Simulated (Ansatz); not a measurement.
# CH4F2OZr: the cost of one run

Computed with Ansatz 0.2.0, Gaussian basis. Level: the settings change from run to run.

## 1. The molecule

An earlier PBE0-D4 in a triple-zeta def2 set relaxation fixed the geometry. Zr takes a core potential in def2 sets; no spin-orbit term is included.

9 atoms, charge 0, spin multiplicity 1.

Atoms are counted from 1 here; the program's logs count them from 0.

Bond lengths: C1–Zr2 2.214 Å, C1–H6 1.096 Å, C1–H7 1.096 Å, C1–H8 1.096 Å, Zr2–O3 1.905 Å, Zr2–F4 1.908 Å, Zr2–F5 1.908 Å, O3–H9 0.953 Å. Angles: Zr2–C1–H6 111.3°, Zr2–C1–H7 111.3°, Zr2–C1–H8 110.7°, H6–C1–H7 107.7°, H6–C1–H8 107.8°, H7–C1–H8 107.8°, C1–Zr2–O3 105.7°, C1–Zr2–F4 106.6°, C1–Zr2–F5 106.6°, O3–Zr2–F4 112.7°, O3–Zr2–F5 112.7°, F4–Zr2–F5 111.9°, Zr2–O3–H9 169.8°.

As a file:

```
C    -1.3976   -0.0414   -0.1989
Zr    0.7947    0.2517   -0.2968
O     1.4945   -0.5514    1.2831
F     1.3893   -0.6145   -1.8898
F     1.0899    2.1360   -0.3594
H    -1.8238    0.4327    0.6922
H    -1.6561   -1.1056   -0.1659
H    -1.8866    0.3955   -1.0776
H     1.9957   -0.9029    2.0132
```

## 2. r2SCAN50/def2-TZVP

Options: multiplicity 3, the search for lower states set to off.

The input, in.yaml:

```yaml
crystal:
  periodic: [false, false, false]
  atoms:
    - {symbol: C, position_ang: [-1.397567, -0.041404, -0.198907]}
    - {symbol: Zr, position_ang: [0.794684, 0.251669, -0.296786]}
    - {symbol: O, position_ang: [1.494526, -0.551354, 1.283108]}
    - {symbol: F, position_ang: [1.389290, -0.614532, -1.889788]}
    - {symbol: F, position_ang: [1.089864, 2.135965, -0.359377]}
    - {symbol: H, position_ang: [-1.823809, 0.432692, 0.692159]}
    - {symbol: H, position_ang: [-1.656082, -1.105639, -0.165946]}
    - {symbol: H, position_ang: [-1.886609, 0.395463, -1.077634]}
    - {symbol: H, position_ang: [1.995702, -0.902859, 2.013161]}
basis:
  gaussian: {orbitals: def2-TZVP}
magnetization: {spin_polarized: true, initial_magnetization: 2}
hamiltonian: {xc: {name: r2SCAN50}}
scf: {lower_state_search: off}
output: {forces: true}
```

Started as:

```console
$ ansatz run in.yaml --threads 2 --pin off --events-out ev --progress --plain --max-ram 22528MiB --backend cpu
```

Q: Estimate wall time and peak memory on 2 threads of AMD EPYC 7R13, shared host.

About 14 s, with a peak of 0.55 GiB.
